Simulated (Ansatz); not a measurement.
# C2H8Si: the cost of one run

Method: PBE0-D4/def2-TZVP structures, single points in def2-TZVPP, no counterpoise correction; program: Ansatz 0.2.0, Gaussian basis.

Levels: SPW92, PBE-D4, BLYP-D4, r2SCAN-D4, B97M-V, PBE0-D4, B3LYP-D4, r2SCAN0-D4, BHLYP-D4, CAM-B3LYP-D4, wB97X-V, wB97M-V, B2PLYP, PBE-QIDH, RPA on PBE, Hartree-Fock, MP2, CCSD, CCSD(T).

Cores are frozen in the correlated methods. Filled d shells of the heavier atoms are correlated. B3LYP uses VWN-RPA correlation. B2PLYP carries no dispersion term here.

94 further runs of the same task are left out: 94 set aside as unsound or not needed. Runs told in other sessions of the task aren't counted.

## 1. Starting geometry

The complex: 14 atoms, charge 0, spin multiplicity 1.

Atoms are counted from 1 here; the program's logs count them from 0.

Bond lengths: Si1–H2 1.495 Å, Si1–C3 1.870 Å, Si1–C4 1.870 Å, Si1–H5 1.491 Å, C3–H8 1.093 Å, C3–H9 1.092 Å, C3–H10 1.093 Å, C4–H11 1.092 Å, C4–H12 1.093 Å, C4–H13 1.093 Å, H6–Se7 1.468 Å, Se7–H14 1.467 Å. Angles: H2–Si1–C3 109.4°, H2–Si1–C4 109.4°, H2–Si1–H5 106.7°, C3–Si1–C4 111.6°, C3–Si1–H5 109.8°, C4–Si1–H5 109.8°, Si1–C3–H8 110.3°, Si1–C3–H9 111.3°, Si1–C3–H10 110.7°, H8–C3–H9 108.4°, H8–C3–H10 108.0°, H9–C3–H10 108.0°, Si1–C4–H11 111.3°, Si1–C4–H12 110.7°, Si1–C4–H13 110.5°, H11–C4–H12 108.0°, H11–C4–H13 108.3°, H12–C4–H13 108.0° and more.

As a file:

```xyz
14
C2H10SeSi
Si    0.74522   -0.29556   -0.82135
H     1.71646    0.33617    0.12286
C    -0.18992   -1.65147    0.06438
C    -0.41160    1.01234   -1.49090
H     1.54832   -0.87827   -1.93470
H     0.68558    1.34625    1.98169
Se   -0.55597    1.64507    2.70578
H    -0.77892   -1.23268    0.88421
H     0.49121   -2.39930    0.47668
H    -0.87480   -2.15933   -0.61937
H     0.14056    1.81591   -1.98330
H    -1.10097    0.58067   -2.22093
H    -1.00538    1.44792   -0.68338
H    -0.40979    0.43228    3.51821
```

Its parts: C₂H₈Si holds atoms 1, 2, 3, 4, 5, 8, 9, 10, 11, 12, 13; H₂Se holds atoms 6, 7, 14. Each part counts its atoms afresh in its own runs.

## 2. Relaxing C₂H₈Si alone

Input file relax-a/in.yaml:

```yaml
crystal:
  periodic: [false, false, false]
  atoms:
    - {symbol: Si, position_ang: [0.745222, -0.295557, -0.821350]}
    - {symbol: H, position_ang: [1.716460, 0.336173, 0.122864]}
    - {symbol: C, position_ang: [-0.189919, -1.651474, 0.064380]}
    - {symbol: C, position_ang: [-0.411604, 1.012339, -1.490896]}
    - {symbol: H, position_ang: [1.548325, -0.878271, -1.934695]}
    - {symbol: H, position_ang: [-0.778923, -1.232677, 0.884211]}
    - {symbol: H, position_ang: [0.491205, -2.399301, 0.476681]}
    - {symbol: H, position_ang: [-0.874800, -2.159329, -0.619370]}
    - {symbol: H, position_ang: [0.140561, 1.815909, -1.983300]}
    - {symbol: H, position_ang: [-1.100974, 0.580674, -2.220933]}
    - {symbol: H, position_ang: [-1.005383, 1.447915, -0.683378]}
basis:
  gaussian: {orbitals: def2-TZVP}
hamiltonian: {xc: pbe0, dispersion: d4}
relax: {f_tol: 0.005, max_steps: 200}
```

Command:

```bash
ansatz run in.yaml --threads 8 --pin off --events-out ev --progress --plain --max-ram 19148MiB
```

**Question.** How long does this run take on 8 threads of Intel Xeon 6975P-C, shared host?

About 3 s.
